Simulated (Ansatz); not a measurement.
# BF₂HSi: one structure at several levels

An exercise on one series of results from a longer session: the logs are not shown, and one member is left open.

Computed with Ansatz 0.2.0, Gaussian basis. Level: single points in def2-TZVPP.

Cores are frozen in the correlated methods. B3LYP uses VWN-RPA correlation.

## Starting geometry

SMILES `B=[Si](F)F`, 5 atoms, charge 0, spin multiplicity 1.

Atoms are counted from 1 here; the program's logs count them from 0.

Bond lengths: B1–Si2 1.820 Å, B1–H5 1.195 Å, Si2–F3 1.614 Å, Si2–F4 1.595 Å. Angles: Si2–B1–H5 146.1°, B1–Si2–F3 129.6°, B1–Si2–F4 131.2°, F3–Si2–F4 95.9°.

As a file:

```xyz
5
BF2HSi
B    -0.71440    1.11800   -0.12680
Si    0.24410   -0.41370    0.08880
F    -0.26260   -1.89930    0.46350
F     1.76590   -0.65060    0.50530
H    -1.10130    1.94570   -0.89740
```

The first run:

Contents of run/in.yaml:

```yaml
crystal:
  periodic: [false, false, false]
  atoms:
    - {symbol: B, position_ang: [-0.714400, 1.118000, -0.126800]}
    - {symbol: Si, position_ang: [0.244100, -0.413700, 0.088800]}
    - {symbol: F, position_ang: [-0.262600, -1.899300, 0.463500]}
    - {symbol: F, position_ang: [1.765900, -0.650600, 0.505300]}
    - {symbol: H, position_ang: [-1.101300, 1.945700, -0.897400]}
basis:
  gaussian: {orbitals: def2-TZVPP}
correlation: {method: ccsd_t}
output: {forces: true}
```

The command line of these runs was not kept.

Steps of the session up to this table: CCSD(T)/def2-TZVPP; PBE0-D4/def2-TZVPP; wB97M-V/def2-TZVPP; r2SCAN-D4/def2-TZVPP; PBE-D4/def2-TZVPP; B3LYP-D4/def2-TZVPP; BHLYP-D4/def2-TZVPP.

One table of the session follows, with a row left open; its other results are not shown here.

| method | RMS force component (eV/Å) | angle to CCSD(T) forces (°) | dipole (D) |
| --- | --- | --- | --- |
| CCSD(T) | 0.944 | reference | 1.44 |
| PBE0-D4 | 0.868 | 6.1 | 1.43 |
| wB97M-V | 0.766 | 9.5 | 1.37 |
| r2SCAN-D4 | 0.874 | 2.9 | 1.31 |
| PBE-D4 | 0.738 | 18.7 | 1.26 |
| B3LYP-D4 | ? | ? | ? |
| BHLYP-D4 | 1.002 | 16.3 | 1.58 |

Q: Estimate the row for B3LYP-D4 from the others.

As computed: RMS force component (eV/Å): 0.808; angle to CCSD(T) forces (°): 6.3; dipole (D): 1.43. In the column «RMS force component (eV/Å)» it lies between wB97M-V (0.766) and PBE0-D4 (0.868).

Limits of these values: CCSD(T) in triple zeta still lacks some correlation energy of the bonds, so part of these gaps is its own basis error and they don't rank the functionals.
